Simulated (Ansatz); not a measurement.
# YF5: the cost of one run

Method: DFT PBE, scalar-relativistic, plane waves, PAW, in Ansatz 0.2.0.

## Step 1: The system as given

The structure is tetragonal, space group P4/mmm (No. 123). Conventional cell: a = 4.865 Å, b = 4.865 Å, c = 4.312 Å, α = 90.00°, β = 90.00°, γ = 90.00°. Around Y (site symmetry 4/mmm) lie 2 F at 2.16 Å. Around F (site symmetry m2m) lie 1 F at 1.84 Å. F (site symmetry 4/mmm) is surrounded by 2 Y at 2.16 Å.

Coordinates:

```cif
data_structure
_symmetry_space_group_name_H-M 'P 1'
_symmetry_Int_Tables_number 1
_cell_length_a 4.8646
_cell_length_b 4.8646
_cell_length_c 4.3121
_cell_angle_alpha 90.000
_cell_angle_beta 90.000
_cell_angle_gamma 90.000
_cell_volume 102.04
loop_
_atom_site_label
_atom_site_type_symbol
_atom_site_fract_x
_atom_site_fract_y
_atom_site_fract_z
_atom_site_occupancy
Y1 Y 0.50000 0.50000 0.00000 1
F1 F 0.31117 0.00000 0.00000 1
F2 F 0.68883 0.00000 0.00000 1
F3 F 0.00000 0.31117 0.00000 1
F4 F 0.00000 0.68883 0.00000 1
F5 F 0.50000 0.50000 0.50000 1
```

The cell was relaxed beforehand at this level, from a generated guess; it is a trial structure. At a tolerance of 0.05 Å it has space group P4/mmm (No. 123); it has 17.01 Å³/atom, an uncorrected energy of -2.25 eV/atom over the elements.

## Step 2: Bands, states and charges

Contents of input.yaml:

```yaml
crystal:
  lattice:
    - [4.8646241451, 0.0, 0.0]
    - [0.0, 4.8646241451, 0.0]
    - [0.0, 0.0, 4.3121131754]
  atoms:
    - { symbol: "Y", position: [0.5, 0.5, 0.0] }
    - { symbol: F, position: [0.3111740897, 0.0, 0.0] }
    - { symbol: F, position: [0.6888259103, 0.0, 0.0] }
    - { symbol: F, position: [0.0, 0.3111740897, 0.0] }
    - { symbol: F, position: [0.0, 0.6888259103, 0.0] }
    - { symbol: F, position: [0.5, 0.5, 0.5] }
basis:
  ecutwfc: 420
kpoints:
  mp_grid: { grid: [8, 8, 10] }
  band_path:
    path:
      - [[0.0, 0.0, 0.0], [0.0, 0.5, 0.0], [0.5, 0.5, 0.0], [0.0, 0.0, 0.0], [0.0, 0.0, 0.5], [0.0, 0.5, 0.5], [0.5, 0.5, 0.5], [0.0, 0.0, 0.5]]
      - [[0.0, 0.5, 0.0], [0.0, 0.5, 0.5]]
      - [[0.5, 0.5, 0.0], [0.5, 0.5, 0.5]]
    npoints: 14
hamiltonian:
  xc: pbe
scf:
  occupations: { method: gaussian, width: 0.1 }
  n_extra_bands: 15
output:
  forces: true
  stress: true
  eigenvalues: true
  populations: true
  dos: { projected: true, de: 0.02, nscf_kmesh: { grid: [10, 10, 12] } }
  bader: true
  write_density: true
  write_potential: true
  elf: true
  volumetric_format: npy
```

Started as:

```sh
$ ansatz run input.yaml --threads 1 --pin off --max-ram 2560MiB --backend cpu --events-out ev --progress --plain --runs-dir out
```

**Question.** How long does this run take on 1 thread of Intel Xeon at 2.50GHz (Skylake/Cascade Lake), shared host, and how much memory does it need?

About 2.5 min, with a peak of 0.63 GiB.
